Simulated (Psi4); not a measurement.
# SnNH4Cl (SMILES [NH2][SnH2][Cl]) at M06-L/def2-SVP (core potential)

Aim: the energy change on altering one bond length of SnNH4Cl at M06-L/def2-SVP (core potential), from 2 runs. 

The results are computed with Psi4 1.11.

22 further runs of the same task are left out: 20 that didn't finish, 2 set aside as unsound or not needed.

## Step 1: Starting point

The species is SnNH4Cl (7 atoms), meant as a singlet with charge 0. As SMILES, `[NH2][SnH2][Cl]`. The shape is that of a PBE0-D4/def2-TZVP optimisation. This is one conformer, not always the lowest.

Bond lengths: N1–Sn2 2.002 Å, Sn2–Cl3 2.335 Å, N1–H4 1.009 Å, N1–H5 1.009 Å, Sn2–H6 1.700 Å, Sn2–H7 1.700 Å. Angles: N1–Sn2–Cl3 106.6°, N1–Sn2–H6 110.9°, N1–Sn2–H7 110.9°, Cl3–Sn2–H6 105.3°, Cl3–Sn2–H7 105.3°, Sn2–N1–H4 116.4°, Sn2–N1–H5 116.4°, H6–Sn2–H7 117.0°, H4–N1–H5 109.9°.

## Step 2: Energy and forces at M06-L/def2-SVP (core potential)

Input file job.py:

```python
import psi4

psi4.set_memory('2200 MB')
psi4.set_num_threads(1)
psi4.core.set_output_file('psi4.out', False)

molecule = psi4.geometry("""
0 1
N     -0.972800    -0.020100    -0.835200
Sn     0.562300     0.041400     0.449100
Cl     0.846400    -2.133500     1.251000
H     -1.803500     0.485500    -0.566500
H     -0.756400     0.165200    -1.803000
H      0.172800     0.976800     1.814600
H      2.012400     0.416800    -0.355700
units angstrom
symmetry c1
no_reorient
no_com
""")

psi4.set_options({
    'basis': 'def2-SVP',
    'puream': True,
    'e_convergence': 1e-09,
    'd_convergence': 1e-08,
    'scf_type': 'pk',
    'dft_radial_points': 99,
    'dft_spherical_points': 590,
})

result = psi4.gradient("m06-l", molecule=molecule)
print('gradient / Eh bohr^-1')
print(result.np.round(6))
```

Command:

```console
$ python job.py
```

psi4.out:

```text
[...]
    !!!  WARNING: ECP capability is in beta. Please check occupations closely.  !!!
[...]
  Running in c1 symmetry.
[...]
  Nuclear repulsion =  186.923705781262044
[...]
  Multiplicity = 1
[...]
  Nalpha       = 25
  Nbeta        = 25
[...]
    Number of basis functions: 78
[...]
   @RKS iter   1:  -731.32385563372281   -1.10710e+00   1.08561e-02 DIIS/ADIIS
[...]
   @RKS iter  12:  -731.64931608984136   -2.04636e-12   4.31501e-09 DIIS
[...]
    Orbital Energies [Eh]
    ---------------------
    Doubly Occupied:
       1A   -101.100267     2A    -14.167269     3A     -9.369808
       4A     -7.079927     5A     -7.073362     6A     -7.073321
       7A     -5.044549     8A     -3.400201     9A     -3.396055
      10A     -3.394900    11A     -1.006465    12A     -1.002453
      13A     -0.999986    14A     -0.997894    15A     -0.997293
      16A     -0.793136    17A     -0.741492    18A     -0.481546
      19A     -0.446503    20A     -0.348496    21A     -0.326193
      22A     -0.323918    23A     -0.266213    24A     -0.263146
      25A     -0.227708
[...]
  @RKS Final Energy:  -731.64931608984136
   => Energetics <=
    Nuclear Repulsion Energy =            186.9237057812620435
    One-Electron Energy =               -1461.4862099339286488
    Two-Electron Energy =                 597.8889294566866965
    DFT Exchange-Correlation Energy =     -54.9757413938613766
    Empirical Dispersion Energy =           0.0000000000000000
    VV10 Nonlocal Energy =                  0.0000000000000000
    Total Energy =                       -731.6493160898413635
[...]
 Multipole Moments:
 ------------------------------------------------------------------------------------
     Multipole            Electronic (a.u.)      Nuclear  (a.u.)        Total (a.u.)
 ------------------------------------------------------------------------------------
 L = 1.  Multiply by 2.5417464519 to convert [e a0] to [Debye]
 Dipole X            :        -37.1993443           36.9915779           -0.2077665
 Dipole Y            :         64.6009269          -63.2209765            1.3799504
 Dipole Z            :        -46.6235633           46.0907981           -0.5327652
 Magnitude           :                                                    1.4937432
[...]
  -Total Gradient:
     Atom            X                  Y                   Z
    ------   -----------------  -----------------  -----------------
       1        0.003595332623     0.003207224123     0.002182840649
       2       -0.005042732770    -0.007208309806    -0.002417569508
       3       -0.001842732754     0.011895259982    -0.004626412599
       4        0.005170569816    -0.002679056919     0.000246678592
       5        0.000582401215    -0.001282554178     0.005696743422
       6        0.000931552180    -0.002684480417    -0.003423674857
       7       -0.003711809447    -0.001260726171     0.002076119705
[...]
```

Standard output:

```text
gradient / Eh bohr^-1
[[ 0.003595  0.003207  0.002183]
 [-0.005043 -0.007208 -0.002418]
 [-0.001843  0.011895 -0.004626]
 [ 0.005171 -0.002679  0.000247]
 [ 0.000582 -0.001283  0.005697]
 [ 0.000932 -0.002684 -0.003424]
 [-0.003712 -0.001261  0.002076]]
```

It took 20 s on 1 thread of Intel Xeon 6975P-C (Granite Rapids), shared host; peak memory 1.1 GiB.

## Step 3: The distorted shape, same level

Input file input.dat:

```
memory 2200 mb

molecule {
  N
  Sn 1 2.002434
  Cl 2 2.335369 1 106.55202
  H 1 1.3116 2 116.42338 3 113.96275
  H 1 1.008862 4 109.88022 2 -135.09743
  H 2 1.700375 1 110.87595 5 131.9995
  H 2 1.700417 6 116.99946 1 128.54451
  symmetry c1
}

set basis def2-SVP
set puream true
set e_convergence 1e-09
set d_convergence 1e-08
set scf_type pk
set dft_radial_points 99
set dft_spherical_points 590

e_tot, wfn = gradient('m06-l', return_wfn=True)
oeprop(wfn, 'WIBERG_LOWDIN_INDICES', 'MAYER_INDICES', 'LOWDIN_CHARGES')
```

Command:

```console
$ psi4 input.dat output.dat -n 1
```

output.dat, cut to the lines that bear on the results:

```text
[...]
    !!!  WARNING: ECP capability is in beta. Please check occupations closely.  !!!
[...]
  Running in c1 symmetry.
[...]
  Nuclear repulsion =  185.551481595317341
[...]
  Multiplicity = 1
[...]
  Nalpha       = 25
  Nbeta        = 25
[...]
    Number of basis functions: 78
[...]
   @RKS iter   1:  -731.23223544361326   -1.17359e+00   1.13984e-02 DIIS/ADIIS
[...]
   @RKS iter  12:  -731.60737885599178   -3.97904e-12   7.23255e-09 DIIS
[...]
  @RKS Final Energy:  -731.60737885599178
   => Energetics <=
    Nuclear Repulsion Energy =            185.5514815953173411
    One-Electron Energy =               -1458.8510144549525194
    Two-Electron Energy =                 596.5663314981436542
    DFT Exchange-Correlation Energy =     -54.8741774945002021
    Empirical Dispersion Energy =           0.0000000000000000
    VV10 Nonlocal Energy =                  0.0000000000000000
    Total Energy =                       -731.6073788559917830
[...]
 Multipole Moments:
 ------------------------------------------------------------------------------------
     Multipole            Electronic (a.u.)      Nuclear  (a.u.)        Total (a.u.)
 ------------------------------------------------------------------------------------
 L = 1.  Multiply by 2.5417464519 to convert [e a0] to [Debye]
 Dipole X            :          0.2978844           -0.3318586           -0.0339742
 Dipole Y            :         27.6993131          -26.2707159            1.4285972
 Dipole Z            :          7.1525492           -7.6268355           -0.4742862
 Magnitude           :                                                    1.5056532
[...]
  -Total Gradient:
     Atom            X                  Y                   Z
    ------   -----------------  -----------------  -----------------
       1        0.093299426662    -0.028686166127     0.052611481609
       2        0.002592060183    -0.009305203922    -0.006512408813
       3       -0.000086297571     0.012305688051    -0.003685108035
       4       -0.093073283214     0.036581663381    -0.047944153835
       5       -0.002213711364    -0.007170222673     0.008774417344
       6        0.003617051363    -0.001819860147    -0.001924816964
       7       -0.004126341045    -0.001916689931    -0.001758133562
[...]
```

Run time: 21 s. Hardware: 1 thread of Intel Xeon 6975P-C (Granite Rapids), shared host; peak memory 1.1 GiB.

## Step 4: What came out

At M06-L/def2-SVP (core potential):

```
                                                         quantity          value
                                        first shape: total energy  -731.64932 Eh
                                       first shape: dipole moment         3.80 D
                                         first shape: HOMO energy       -6.20 eV
                                         first shape: LUMO energy       -0.58 eV
                                       first shape: HOMO–LUMO gap        5.61 eV
                            first shape: largest force on an atom     0.663 eV/Å
                                    distorted shape: total energy  -731.60738 Eh
                                   distorted shape: dipole moment         3.83 D
                                     distorted shape: HOMO energy       -6.08 eV
                                     distorted shape: LUMO energy       -0.97 eV
                                   distorted shape: HOMO–LUMO gap        5.11 eV
                        distorted shape: largest force on an atom     5.703 eV/Å
energy change with the N1–H4 bond stretched from 1.009 to 1.312 Å       1.141 eV
```

In words: With the N1–H4 bond stretched from 1.009 to 1.312 Å the energy rises by 1.14 eV (110 kJ/mol). The first shape isn't relaxed at this level, so the change isn't measured from a minimum. The largest force (first shape) is 0.66 eV/Å: the shape isn't a stationary point for this species at this level.
